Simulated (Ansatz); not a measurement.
# CH6GeS: the cost of one run

Program: Ansatz 0.2.0 through its Python package. Level of theory: MP2/6-31G*. These are calculated values, not measurements.

## Step 1: The system

Bond lengths: C1–S2 1.757 Å, S2–Ge3 2.217 Å, C1–H4 1.055 Å, C1–H5 1.164 Å, C1–H6 1.136 Å, Ge3–H7 1.606 Å, Ge3–H8 1.491 Å, Ge3–H9 1.591 Å. Angles: C1–S2–Ge3 92.0°, S2–C1–H4 111.4°, S2–C1–H5 110.1°, S2–C1–H6 113.1°, H4–C1–H5 106.1°, H4–C1–H6 111.3°, H5–C1–H6 104.3°, S2–Ge3–H7 108.2°, S2–Ge3–H8 110.3°, S2–Ge3–H9 110.0°, H7–Ge3–H8 108.9°, H7–Ge3–H9 107.1°, H8–Ge3–H9 112.2°.

The script holds or builds the structure itself.

## Step 2: Script

Contents of ip_ch6ges.py:

```python
import ansatz as az

BASIS = "6-31G*"
LEVEL = "mp2"


def energy_of(molecule, charge=0, unpaired=0):
    calc = (
        molecule.calculation()
        .basis(gaussian=BASIS)
        .correlation(LEVEL)
    )
    if charge:
        calc = calc.charge(charge)
    if unpaired:
        calc = calc.spin("collinear", total=unpaired)
    return calc.run(threads=1).report["free_energy_ev"]


def main() -> None:
    geometry_ang = [
        ("C", (-0.6699, 0.9603, -0.8439)),
        ("S", (1.0325, 0.526, -0.8409)),
        ("Ge", (0.7275, -0.9672, 0.7689)),
        ("H", (-1.2759, 0.1384, -1.1105)),
        ("H", (-0.8712, 1.7826, -1.6421)),
        ("H", (-1.0128, 1.4267, 0.1334)),
        ("H", (2.1478, -1.6355, 1.1083)),
        ("H", (-0.2124, -2.0325, 0.3157)),
        ("H", (0.2229, -0.2452, 2.0939)),
    ]
    molecule = az.Crystal.molecule()
    for symbol, xyz in geometry_ang:
        molecule = molecule.atom(symbol, xyz)

    parent = energy_of(molecule, 0, 0)
    cation = energy_of(molecule, 1, 1)
    print(f"E(N)   = {parent:.5f} eV")
    print(f"E(N-1) = {cation:.5f} eV  (1 unpaired)")
    print(f"vertical ionisation energy {cation - parent:.3f} eV")


if __name__ == "__main__":
    main()
```

## Step 3: Launch

On the command line:

```console
$ python ip_ch6ges.py
```

Q: Estimate wall time and peak memory on 1 thread of Arm Neoverse V2, shared host.

About 3.4 s, with a peak of 0.24 GiB.
